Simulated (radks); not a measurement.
# Pd⁴⁺ in [Kr] 4d5 5s1: an all-electron calculation

Wanted: eigenvalues, radial structure and energy terms of the palladium ion Pd4+.

The numbers are computed with radks (a radial shooting solver on a logarithmic mesh, Libxc functionals) version 1 (Dirac Kohn-Sham, B86b exchange with PBE correlation, spin-unpolarised, spherical densities, finite nucleus; open shells are shared between the two j in proportion to 2j + 1), except any that are marked as measured or tabulated.

**1. The atom as given**

```
element            : palladium (Z = 46)
charge             : +4
electrons          : 42
configuration      : [Kr] 4d5 5s1
nuclear rms radius : 4.5318 fm
```

Outer shells as boxes (Hund's rule):

Pd⁴⁺
```
[Kr] core
4d [↑ ][↑ ][↑ ][↑ ][↑ ]
5s [↑ ]
```

**2. The calculation**

The run's settings:

```text
Z 46
configuration [Kr] 4d5 5s1 5p0 6s0 4f0 5d0
relativity Dirac
functional b86_mgc,pbe
spin unpolarised
j_filling average
nucleus finite rms 4.5318 fm
c 137.035999084
```

**Question.** What will this run give?

As calculated:

| quantity | value |
| --- | --- |
| total energy | -5042.68756 hartree |
| exchange-correlation share of it | 2.83 % |
| −T/E | 1.0446 |
| highest occupied level | 5s1/2, -44.013 eV |
| most extended occupied level | 5s1/2, <r> = 2.19 bohr |
| radius at density 0.001 e/bohr³ | 3.37 bohr |
| maxima of the radial density | 4 |

The radial density shows 4 maxima for 5 occupied principal shells; where shells overlap, one shows as a shoulder or not at all. −T/E is 1.045: with relativity the kinetic term as defined here no longer equals −E. This is not the tabulated ground configuration, so its levels and sizes aren't those of the ground state, and no measured value stands beside it.
